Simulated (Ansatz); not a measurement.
# CH₃BrO₂Si, SMILES O[Si]1(Br)CO1: a ladder of methods at one geometry

Computed with the Ansatz DFT code, driven from Python.

The cells in order, each with its output:

```python
from dataclasses import dataclass
from pathlib import Path

import ansatz as az
import numpy as np
```

```python
@dataclass(frozen=True)
class RunConfig:
    basis_set: str = "def2-SVP"
```

```python
settings = RunConfig()
```

```python
geometry = (
    az.Crystal.molecule()
    .atom("O", [-1.7027, 0.2647, -0.712])
    .atom("Si", [-0.2515, 0.5769, -0.1271])
    .atom("Br", [-0.0891, 2.384, 1.0621])
    .atom("C", [1.1579, -0.6468, -0.1552])
    .atom("O", [0.1019, -0.7038, 0.854])
    .atom("H", [-2.3119, -0.2229, -0.154])
    .atom("H", [2.1046, -0.3187, 0.1118])
    .atom("H", [1.083, -1.3904, -0.9354])
)
```

```python
setup = geometry.calculation().basis(gaussian=settings.basis_set)
```

```python
print("functional    E (Ha)        dipole (D)   HOMO (eV)  LUMO (eV)")
for name in ["cam_b3lyp", "pbe", "blyp", "revpbe", "r2scan0", "hf"]:
    summary = setup.functional(name).forces().orbitals().run(threads=1, runs_dir="runs").report
    lines = Path(summary["orbitals_path"]).read_text().splitlines()
    field_of = lambda key: [line.split("=")[1].strip() for line in lines if line.startswith(key)]
    orbitals = [(27.211386 * float(e), s, float(n)) for e, s, n in zip(field_of("Ene="), field_of("Spin="), field_of("Occup="))]
    homo = max(e for e, _, n in orbitals if n > 0.5)
    lumo = min(e for e, _, n in orbitals if n < 0.5)
    dipole = 4.803205 * np.linalg.norm(summary["charge_distribution"]["dipole_moment_e_ang"])
    print(f"{name:10s} {summary['free_energy_ev'] / 27.211386246:14.6f} {dipole:9.3f} {homo:11.3f} {lumo:10.3f}")
```

    functional    E (Ha)        dipole (D)   HOMO (eV)  LUMO (eV)
    cam_b3lyp    -3053.560286     1.176      -8.573     -0.262
    pbe          -3052.762034     1.009      -6.007     -2.180
    blyp         -3053.476459     0.981      -5.814     -2.028
    revpbe       -3053.160348     1.025      -5.963     -2.109
    r2scan0      -3053.341817     1.217      -7.503     -1.281
    hf           -3050.174407     1.506     -10.225      2.062

Notes:
- Total energies depend on the basis set; only differences at equal settings carry meaning.
- The geometry is a force-field or estimated start, not a minimum of this method, and the basis set is short of its limit. A lower total doesn't mark the better method: functionals have no common bound, and MP2 and coupled cluster aren't variational.
- Levels such as HOMO and LUMO are orbital energies: with these approximate functionals they aren't the ionisation energy and electron affinity, and their gap isn't the fundamental gap.
- Run time: 32 s on 1 thread of Arm Neoverse V1 (shared host), peak memory 0.34 GiB.
